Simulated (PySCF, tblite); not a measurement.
# C8H8Cl radical: geometry, infrared bands and EPR parameters

Aim: predict the infrared bands and EPR parameters of C8H8Cl radical (`Cl/C=C/C#C[C]1CCC1`).

The runs use tblite 0.8.0 and PySCF 2.14.0, with density-fitted response routines of our own; the level of theory stands in each step. All values are computed, except where a source is named. Atoms are numbered from 0 throughout.

### Step 1. Starting geometry

17 atoms, charge 0, multiplicity 2; geometry from: force field or distance geometry start.

Bonds of the start (Å): Cl0–C1 1.76, C1–C2 1.31, C2–C3 1.44, C3–C4 1.21, C4–C5 1.47, C5–C6 1.52, C6–C7 1.53, C7–C8 1.53, C8–C5 1.51, C1–H9 1.11, C2–H10 1.08, C6–H11 1.09, C6–H12 1.10, C7–H13 1.11, C7–H14 1.11, C8–H15 1.10, C8–H16 1.10.

### Step 2. Optimising the geometry with GFN2-xTB

What the job is given:

```
{"job": {"kind": "relax", "xc": "GFN2-xTB", "basis": "xTB"}, "charge": 0, "multiplicity": 2}
Cl     5.418500     0.886800    -0.358800
C      3.810400     0.541900     0.267600
C      2.908100     0.055800    -0.543000
C      1.566000    -0.250400    -0.123500
C      0.449600    -0.524000     0.263300
C     -0.909800    -0.840800     0.726700
C     -1.885300    -0.623100    -0.424300
C     -2.849800    -0.171300     0.679400
C     -1.588300     0.342000     1.380500
H      3.581400     0.710200     1.343200
H      3.164100    -0.098400    -1.584000
H     -2.167900    -1.517800    -0.969800
H     -1.596700     0.282000    -0.983400
H     -3.315300    -1.045500     1.191200
H     -3.568500     0.614200     0.361900
H     -1.368200     1.329500     0.938500
H     -1.655300     0.321100     2.473900
```

Run with:

```
OMP_NUM_THREADS=1 python probes_run.py task.json out
```

One launch serves the whole session: the jobs run in the order shown.

The program printed:

```text
step      E/eV     max force
  0    -695.15501    5.918
  1    -695.69961    3.703
  2    -696.00641    3.685
  3    -696.22480    1.148
  4    -696.31540    0.970
  5    -696.37297    1.017
  6    -696.45754    0.805
  7    -696.54448    0.569
  8    -696.58833    0.589
  9    -696.63848    0.529
 10    -696.68942    0.663
 11    -696.75300    0.743
 12    -696.81320    0.572
 13    -696.85439    0.401
 14    -696.87646    0.416
 15    -696.89625    0.428
 16    -696.91439    0.375
 17    -696.92826    0.302
 18    -696.93920    0.318
 19    -696.94913    0.418
 20    -696.96036    0.235
 21    -696.97275    0.297
 22    -696.98049    0.217
 23    -696.98427    0.192
 24    -696.98811    0.173
 25    -696.99137    0.162
 26    -696.99453    0.174
 27    -696.99749    0.178
 28    -697.00115    0.158
 29    -697.00665    0.256
 30    -697.01493    0.327
 31    -697.02426    0.287
 32    -697.03044    0.167
 33    -697.03415    0.140
 34    -697.03803    0.171
 35    -697.04236    0.236
 36    -697.04624    0.189
 37    -697.04878    0.131
 38    -697.05032    0.109
 39    -697.05154    0.115
 40    -697.05280    0.123
 41    -697.05415    0.072
 42    -697.05499    0.062
 43    -697.05542    0.056
 44    -697.05575    0.044
 45    -697.05601    0.036
 46    -697.05623    0.045
 47    -697.05635    0.035
 48    -697.05642    0.019
 49    -697.05646    0.017
 50    -697.05651    0.016
 51    -697.05656    0.020
 52    -697.05661    0.017
 53    -697.05665    0.017
 54    -697.05668    0.017
 55    -697.05671    0.018
 56    -697.05674    0.017
 57    -697.05678    0.016
 58    -697.05682    0.017
 59    -697.05687    0.015
 60    -697.05691    0.014
 61    -697.05695    0.014
 62    -697.05697    0.012
 63    -697.05700    0.010
 64    -697.05702    0.009
```

It took 0.5 s on 1 thread of Arm Neoverse V1, shared host; peak memory 0.18 GiB.

Relaxation path: (not every step is listed)

| step | energy from step 0 (eV) | largest force (eV/Å) |
| --- | --- | --- |
| 0 | 0.0000 | 5.9180 |
| 1 | -0.5446 | 3.7028 |
| 2 | -0.8514 | 3.6854 |
| 3 | -1.0698 | 1.1476 |
| 4 | -1.1604 | 0.9701 |
| 5 | -1.2180 | 1.0166 |
| 6 | -1.3025 | 0.8048 |
| 7 | -1.3895 | 0.5692 |
| 8 | -1.4333 | 0.5888 |
| 13 | -1.6994 | 0.4007 |
| 18 | -1.7842 | 0.3178 |
| 23 | -1.8293 | 0.1923 |
| 28 | -1.8461 | 0.1577 |
| 33 | -1.8791 | 0.1403 |
| 38 | -1.8953 | 0.1087 |
| 43 | -1.9004 | 0.0561 |
| 48 | -1.9014 | 0.0191 |
| 53 | -1.9016 | 0.0165 |
| 58 | -1.9018 | 0.0175 |
| 59 | -1.9019 | 0.0146 |
| 60 | -1.9019 | 0.0140 |
| 61 | -1.9019 | 0.0139 |
| 62 | -1.9020 | 0.0123 |
| 63 | -1.9020 | 0.0103 |
| 64 | -1.9020 | 0.0094 |

Close pairs (by a distance rule), those that changed most:

| bond | before (Å) | after (Å) | change (Å) |
| --- | --- | --- | --- |
| C4–C5 | 1.471 | 1.334 | -0.137 |
| C2–C3 | 1.439 | 1.373 | -0.066 |
| C1–C2 | 1.307 | 1.353 | +0.047 |
| Cl0–C1 | 1.760 | 1.713 | -0.046 |
| C1–H9 | 1.113 | 1.078 | -0.035 |
| C7–H13 | 1.115 | 1.087 | -0.028 |
| C5–C6 | 1.524 | 1.499 | -0.025 |
| C7–H14 | 1.111 | 1.087 | -0.024 |

The final coordinates are the input of the step that follows.

### Step 3. Vibrational analysis with GFN2-xTB

What the job is given:

```
{"job": {"kind": "ir", "xc": "GFN2-xTB", "basis": "xTB"}, "charge": 0, "multiplicity": 2}
Cl     5.616304     0.589140    -0.134513
C      3.955317     0.542616     0.283655
C      3.020990     0.010751    -0.538456
C      1.684331    -0.034270    -0.226577
C      0.475662    -0.084111     0.023540
C     -0.830280    -0.134444     0.289083
C     -2.019028    -0.637997    -0.473505
C     -2.916073    -0.148592     0.678750
C     -1.666462     0.317739     1.448215
H      3.720877     0.968236     1.245676
H      3.318549    -0.403990    -1.494000
H     -2.022744    -1.717466    -0.636067
H     -2.182213    -0.150238    -1.436143
H     -3.486058    -0.931648     1.172867
H     -3.590215     0.658265     0.401226
H     -1.615818     1.387306     1.657962
H     -1.470137    -0.219268     2.377838
```

The program printed:

```text
mode    cm-1     km/mol
  1      46.7      0.04
  2      53.3      0.02
  3      88.1      0.23
  4     131.2      0.07
  5     135.3      0.13
  6     213.5      2.00
  7     263.6      0.52
  8     326.0      1.11
  9     376.5      1.02
 10     386.9      0.56
 11     465.1      0.93
 12     575.6      2.06
 13     662.5      5.97
 14     757.6      0.19
 15     769.1      7.12
 16     817.3     47.01
 17     866.8      7.05
 18     908.4     25.37
 19     985.7      0.22
 20    1016.9      7.21
 21    1024.1      4.17
 22    1030.8      0.07
 23    1106.3     24.25
 24    1133.9     13.65
 25    1157.3      0.11
 26    1167.7      0.07
 27    1177.0     24.80
 28    1222.3      0.35
 29    1232.6     13.85
 30    1249.5      4.60
 31    1256.2      0.50
 32    1438.6     37.77
 33    1440.9      6.26
 34    1456.0     31.13
 35    1481.6      0.78
 36    1600.0      2.11
 37    2125.8     13.67
 38    2949.0     30.44
 39    2952.6      6.42
 40    2974.5     29.60
 41    2977.7     47.88
 42    3021.6     51.17
 43    3028.8     69.30
 44    3038.5     13.10
 45    3090.4     21.14
```

Wall time 0.64 s (1 thread of Arm Neoverse V1, shared host); peak memory 0.18 GiB.

The strongest bands and the atoms that carry them (share of the mass-weighted mode):

| cm⁻¹ | km/mol | atoms |
| --- | --- | --- |
| 817 | 47.0 | C1 60 %, Cl0 16 % |
| 1439 | 37.8 | H15 14 %, H16 14 %, C1 14 %, C2 12 % |
| 1456 | 31.1 | C1 24 %, C2 22 % |
| 2949 | 30.4 | H11 44 %, H12 34 % |
| 2974 | 29.6 | H12 50 %, H11 40 % |
| 2978 | 47.9 | H15 51 %, H16 39 % |
| 3022 | 51.2 | H14 47 %, H13 41 % |
| 3029 | 69.3 | H13 51 %, H14 45 % |

### Step 4. EPR parameters: B3LYP/pcH-1

Settings changed since step 3:

```diff
@@ -1,2 +1,2 @@
-{"job": {"kind": "ir", "xc": "GFN2-xTB", "basis": "xTB"}, "charge": 0, "multiplicity": 2}
+{"job": {"kind": "epr", "basis": "pcH-1"}, "charge": 0, "multiplicity": 2}
 Cl     5.616304     0.589140    -0.134513
```

Level: UKS B3LYP, pcH-1 on C Cl H, non-relativistic, mean-field spin-orbit, GIAO.

The program printed:

```text
UKS, coarse grid
  cycle   1  E = -769.69434437  |g| = 3.32e-01
  cycle   2  E = -769.65090542  |g| = 4.17e-01
  cycle   3  E = -769.73892263  |g| = 1.47e-01
  cycle   4  E = -769.74994944  |g| = 6.30e-02
  cycle   5  E = -769.75186268  |g| = 2.80e-02
  cycle   6  E = -769.75229762  |g| = 9.14e-03
  cycle   7  E = -769.75239722  |g| = 4.58e-03
  cycle   8  E = -769.75243239  |g| = 1.80e-03
  cycle   9  E = -769.75243914  |g| = 7.88e-04
UKS, final grid
  cycle   1  E = -769.75243338  |g| = 1.08e-03
  cycle   2  E = -769.75243268  |g| = 1.71e-03
  cycle   3  E = -769.75243410  |g| = 2.00e-04
  cycle   4  E = -769.75243413  |g| = 1.54e-04
  cycle   5  E = -769.75243417  |g| = 9.58e-05
  cycle   6  E = -769.75243418  |g| = 1.82e-05
E = -769.75243418 Eh   <S^2> = 0.7891 (exact 0.7500)
g shifts (ppm)      1          2          3
  rmc          -158       -158       -158
  gc             -3         30         33
  oz_so        -246       2748       3331
  total        -407       2619       3206
hyperfine (MHz)  atom isotope    a_iso     a_fc   dipolar eigenvalues
    0  35Cl       2.61       2.67    -14.24     -9.07     23.31
    1   13C      46.86      46.61    -34.77    -33.48     68.25
    2   13C     -36.47     -36.50    -24.78     10.54     14.24
    3   13C      41.94      42.03    -37.49    -25.85     63.33
    4   13C     -53.31     -53.34    -22.05      0.89     21.16
    5   13C      56.36      56.41    -48.07    -46.12     94.19
    6   13C     -22.71     -22.71     -1.50      0.67      0.83
    7   13C       3.06       3.06     -0.88     -0.62      1.50
    8   13C     -22.73     -22.74     -1.47      0.64      0.83
    9    1H     -27.64     -27.70    -13.52     -1.67     15.18
   10    1H      14.32      14.31     -3.46     -2.41      5.87
   11    1H      66.13      66.13     -2.52     -2.10      4.62
   12    1H      62.09      62.09     -2.52     -2.01      4.53
   13    1H      -2.42      -2.42     -1.44     -1.31      2.75
   14    1H      -2.38      -2.39     -1.50     -1.37      2.87
   15    1H      62.07      62.07     -2.51     -1.93      4.44
   16    1H      66.32      66.32     -2.49     -2.05      4.54
```

Wall time 2.2 min (1 thread of Arm Neoverse V1, shared host); peak memory 1.1 GiB.

Principal g values 2.00191, 2.00494, 2.00553; g(iso) = 2.00413, against 2.00232 for a free electron.

Hyperfine couplings; where a row names several nuclei, a(iso) is their mean (it holds for fast rotation or exchange) and the dipolar term the largest among them:

| nuclei | isotope | a(iso) (MHz) | a(iso) (G, at g = 2.0023) | largest dipolar term (MHz) |
| --- | --- | --- | --- | --- |
| H11, H12, H15, H16 | 1H | 64.2 | 22.9 | 4.6 |
| C5 | 13C | 56.4 | 20.1 | 94.2 |
| C4 | 13C | -53.3 | -19.0 | -22.1 |
| C1 | 13C | 46.9 | 16.7 | 68.2 |
| C3 | 13C | 41.9 | 15.0 | 63.3 |
| C2 | 13C | -36.5 | -13.0 | -24.8 |
| H9 | 1H | -27.6 | -9.9 | 15.2 |
| C6, C8 | 13C | -22.7 | -8.1 | -1.5 |
| H10 | 1H | 14.3 | 5.1 | 5.9 |
| C7 | 13C | 3.1 | 1.1 | 1.5 |
| Cl0 | 35Cl | 2.6 | 0.9 | 23.3 |
| H13, H14 | 1H | -2.4 | -0.9 | 2.9 |

Mulliken spin populations:

Cl0 0.04; C1 0.39; C2 -0.20; C3 0.43; C4 -0.22; C5 0.56; C6 -0.06; C7 0.01; C8 -0.06; H9 -0.02; H10 0.01; H11 0.03; H12 0.03; H13 0.00; H14 0.00; H15 0.03; H16 0.03

In first order the couplings over 0.8 MHz of 1H, 35Cl give 240 distinct lines over 111.1 G, if the averaged nuclei exchange fast.

The fields below are evaluated on a grid from the run's orbitals.

ELF in a plane through or near 11 of the atoms.

Ten even steps from ' ' (0.00) to '@' (1.00):
```
                                                        
                                                        
                                                        
                                                        
              ++++              ..                      
      ....    @@@@--          ..==::                    
    ..==++  ::@@@@++          --##++..                  
    ::##%%--::@@@@--  --::    --..====..                
    --%%%%**==####  ..****::..##++++##==--              
    --%%--==%%++++..==####++++%%**%%==++++..            
    --##==--##**%%++**::--::****==++..==**..            
    ::%%%%%%::**--==++++++::%%--##%%%%++--              
    ..##%%##  ++++==##**%%**==##==..##--..              
      ==**--  @@@@**--**##==  ----::==..                
      ..::    @@@@##  --++::  ..++**--                  
              @@@@**    ::      --==..                  
              ++**                                      
                                                        
                                                        
                                                        
```
The map spans 16.5 Å across and 8.7 Å up, centred on the molecule. Atoms in the plane (x, y in Å): Cl0 (-5.7, 0.2), C1 (-4.0, 0.5), C2 (-3.1, -0.6), C3 (-1.7, -0.4), C4 (-0.5, -0.2), C5 (0.8, -0.1), C6 (2.0, -1.1), C7 (2.9, 0.1), C8 (1.7, 1.1), H9 (-3.7, 1.5), H10 (-3.4, -1.6).

On the surface of density 0.002 e/bohr³ the electrostatic potential runs, from the 1st to the 99th percentile, from -0.55 V near C3 to 0.99 V near H9.

The spin density lies nearest to C5 26 %; C1, C3 about 20 % each; C4 9 % (beta excess); C2 7 % (beta excess).

### Step 5. Summary of results

```
                                 quantity                               value
strongest single infrared mode (GFN2-xTB)                3029 cm⁻¹, 69 km/mol
             zero-point energy (GFN2-xTB)                       80.3 kcal/mol
                           g(iso) (B3LYP)                             2.00413
                                     ⟨S²⟩                  0.789 (exact 0.75)
       largest a(iso) (averaged by class)  1H on H11, H12, H15, H16, 64.2 MHz
    surface potential, 1st and 99th percentile                  -0.55 V and 0.99 V
```

In words: The optimisation took 64 steps and gained 1.902 eV; among the close pairs (by a distance rule), C4–C5 changed most, from 1.471 to 1.334 Å. No mode is imaginary among the 45: a minimum at this level. The strongest single mode, at 3029 cm⁻¹, moves mainly H13 and H14. Unscaled tight-binding wavenumbers are off by several per cent, some by more. Its intensities can rank the bands wrongly. The largest spin populations lie on C5 (0.56 e), C3 (0.43 e). The isotropic g lies 1.8 ppt above the free-electron value.
